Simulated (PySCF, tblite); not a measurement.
**C₆H₈B₂: geometry, infrared bands and NMR shifts**

What infrared bands and NMR shifts should C₆H₈B₂ (`C#CB1C=CBCC1`) show?

Programs: tblite 0.8.0 and PySCF 2.14.0, with density-fitted response routines of our own. Each step states its level of theory. These are calculated values for one molecule in the gas phase, unless marked as measured. Atoms are numbered from 0 throughout.

## (1) Starting geometry

16 atoms, charge 0, multiplicity 1; geometry from: force field or distance geometry start.

Bonds of the start (Å): C0–C1 1.22, C1–B2 1.53, B2–C3 1.58, C3–C4 1.33, C4–B5 1.58, B5–C6 1.60, C6–C7 1.52, C7–B2 1.60, C0–H8 1.07, C3–H9 1.10, C4–H10 1.10, B5–H11 1.19, C6–H12 1.13, C6–H13 1.09, C7–H14 1.12, C7–H15 1.10.

## (2) Optimising the geometry with GFN2-xTB

What the job is given:

```
{"job": {"kind": "relax", "xc": "GFN2-xTB", "basis": "xTB"}, "charge": 0, "multiplicity": 1}
C      3.525300    -0.067100     0.692800
C      2.324300    -0.020200     0.508500
B      0.808200     0.041400     0.294200
C      0.029100     1.419200     0.314100
C     -1.247800     1.512800    -0.031400
B     -2.005700     0.213600    -0.515500
C     -1.327600    -1.146000    -0.022700
C      0.080600    -1.072000    -0.600400
H      4.584400    -0.101600     0.855500
H      0.558200     2.318000     0.659700
H     -1.765800     2.485400    -0.008600
H     -3.151300     0.245200    -0.817100
H     -1.222900    -1.059900     1.100700
H     -1.881700    -2.040300    -0.320100
H      0.028800    -0.723600    -1.664100
H      0.656300    -1.996000    -0.457100
```

Command:

```console
$ OMP_NUM_THREADS=1 python probes_run.py task.json out
```

One launch serves the whole session: the jobs run in the order shown.

**Question.** This job is followed by: GFN2-xTB harmonic vibrations, gas phase; GIAO PBE0/pcSseg-1 NMR shielding, non-relativistic, gas phase. Predict these results of the whole session: strongest single infrared mode (GFN2-xTB); zero-point energy (GFN2-xTB); 13C shifts against TMS (PBE0/pcSseg-1); 1H shifts against TMS (PBE0/pcSseg-1, means over atoms taken as alike); 11B shifts against BF3·OEt2 (PBE0/pcSseg-1).

**Answer**, as computed:

| quantity | value |
| --- | --- |
| strongest single infrared mode (GFN2-xTB) | 2612 cm⁻¹, 207 km/mol |
| zero-point energy (GFN2-xTB) | 75.6 kcal/mol |
| 13C shifts against TMS (PBE0/pcSseg-1) | 168.8, 164.8, 128.8, 101.3, 31.8, 30.7 ppm |
| 1H shifts against TMS (PBE0/pcSseg-1, means over atoms taken as alike) | 8.38, 8.09, 7.66, 4.36, 1.76, 1.70 ppm |
| 11B shifts against BF3·OEt2 (PBE0/pcSseg-1) | 76.8, 62.3 ppm |

What this shows: Relaxing lowered the energy by 0.689 eV in 71 steps; the close pair that moved most is C6–H12, from 1.132 to 1.098 Å. No mode is imaginary among the 42: a minimum at this level. The strongest single mode, at 2612 cm⁻¹, moves mainly H11. GFN2-xTB is a fitted tight-binding method: band positions and strengths are rough. Its intensities can rank the bands wrongly. At PBE0/pcSseg-1: Shielding is most anisotropic at C1 (span 319 ppm, paramagnetic term -170 ppm).
